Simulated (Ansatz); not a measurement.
**P2H4 (diphosphine): wB97X/aug-cc-pVDZ**

What is the electronic atomisation energy of P2H4 (diphosphine) at wB97X/aug-cc-pVDZ? 

The calculation is run with Ansatz 0.2.0.

28 further runs of the same task are left out: 28 set aside as unsound or not needed.

## (1) Starting point

P2H4: 6 atoms, total charge 0, spin state singlet. SMILES: `PP`. Geometry: relaxed at PBE0-D4/def2-TZVP. This is one conformer, not always the lowest.

Bond lengths: P1–P2 2.227 Å, P1–H3 1.422 Å, P1–H4 1.422 Å, P2–H5 1.422 Å, P2–H6 1.422 Å. Angles: P1–P2–H5 93.6°, P1–P2–H6 93.6°, P2–P1–H3 93.6°, P2–P1–H4 93.6°, H5–P2–H6 92.0°, H3–P1–H4 92.0°.

## (2) The energy at wB97X/aug-cc-pVDZ

Input file job.yaml:

```yaml
crystal:
  periodic: [false, false, false]
  atoms:
    - {symbol: P, position_ang: [0.365100, -1.048800, -0.082300]}
    - {symbol: P, position_ang: [-0.365200, 1.049100, 0.078100]}
    - {symbol: H, position_ang: [-0.497000, -1.521600, 0.945000]}
    - {symbol: H, position_ang: [-0.572100, -1.392900, -1.094900]}
    - {symbol: H, position_ang: [0.502800, 1.524600, -0.942900]}
    - {symbol: H, position_ang: [0.566400, 1.389600, 1.097000]}
basis:
  gaussian:
    orbitals: aug-cc-pVDZ
accuracy: high
output: {orbitals: {seedname: orbitals}}
hamiltonian:
  xc: {name: wB97X}
```

Command:

```console
$ ansatz run job.yaml --threads 1 --pin off --max-ram 3480MiB --events-out events.jsonl --progress --plain --runs-dir runs
```

The log of the run:

```text
Warning: RAYON_NUM_THREADS=1 ignored (pool sized by the plan → 1); use --threads N
Functional definition: wB97X
  name "wB97X"
  parameter omega = 0.3/bohr
  parameter cx = 0.157706
  parameter cx1 = 0.726479
  parameter cx2 = 1.04760
  parameter cx3 = -5.70635
  parameter cx4 = 13.2794
  parameter css1 = -4.33879
  parameter css2 = 18.2308
  parameter css3 = -31.7430
  parameter css4 = 17.2901
  parameter cos1 = 2.37031
  parameter cos2 = -11.3995
  parameter cos3 = 6.58405
  parameter cos4 = -3.78132
  exchange = spin_sum(e_x_unif_sr(omega)*poly(b97_u_x, 1 - cx, cx1, cx2, cx3, cx4)) + cx*exact_x_sr(omega)
      + exact_x_lr(omega)
  correlation = spin_sum(e_c_pw_same_spin*poly(b97_u_same, 1, css1, css2, css3, css4))
      + integral(e_c_pw_opposite_spin*poly(b97_u_opposite, 1, cos1, cos2, cos3, cos4))
1824 factors; integrals over basis functions are off by at most 3.4e-9 eV
458 factors; integrals over basis functions are off by at most 1.9e-9 eV
mean field evaluation 1: about -18641.7675 eV, gradient 8.2e0 eV
mean field evaluation 2: about -18642.0995 eV, gradient 2.6e0 eV
mean field evaluation 4: about -18642.1389 eV, gradient 2.1e-1 eV
mean field evaluation 8: about -18642.1786 eV, gradient 1.7e-2 eV
mean field evaluation 16: about -18642.1786 eV, gradient 1.9e-6 eV
mean field -18642.17862441 eV, -685.0874283245 hartree, gradient 4.7e-8 eV, S^2 0.000000; 0 other end points of the search recorded, 0 dependent functions left out
reference -18642.17861870 eV, -685.0874281148 hartree; 17, 17 occupied and 73, 73 virtual orbitals, 1824 factors
Total energy: -18642.17861870 eV, -685.0874281148 hartree
```

It took 24 s on 1 thread of Arm Neoverse V1, shared host; peak memory 0.46 GiB.

## (3) The H atom

Input file run.yaml:

```yaml
crystal:
  periodic: [false, false, false]
  atoms:
    - {symbol: H, position_ang: [0.000000, 0.000000, 0.000000]}
basis:
  gaussian:
    orbitals: aug-cc-pVDZ
magnetization:
  spin_polarized: true
  initial_magnetization: 1
hamiltonian:
  xc: {name: wB97X}
accuracy: high
```

Run the same way, it converges to -0.50101 Eh (log not shown).

## (4) The P atom at the same level

Input file run.yaml:

```yaml
crystal:
  periodic: [false, false, false]
  atoms:
    - {symbol: P, position_ang: [0.000000, 0.000000, 0.000000]}
basis:
  gaussian: {orbitals: aug-cc-pVDZ}
magnetization: {spin_polarized: true, initial_magnetization: 3}
hamiltonian: {xc: {name: wB97X}}
accuracy: high
```

Run the same way, it converges to -341.25169 Eh (log not shown).

## (5) Summary of results

At wB97X/aug-cc-pVDZ:

```
                     quantity          value
       molecule: total energy  -685.08743 Eh
        molecule: HOMO energy       -9.13 eV
        molecule: LUMO energy        1.06 eV
      molecule: HOMO–LUMO gap       10.19 eV
         H atom: total energy    -0.50101 Eh
                 H atom: ⟨S²⟩          0.750
         P atom: total energy  -341.25169 Eh
                 P atom: ⟨S²⟩          3.751
electronic atomisation energy      15.783 eV
```

Taking the molecule apart into free atoms costs 15.78 eV (1523 kJ/mol), before zero-point energy and without spin-orbit coupling.
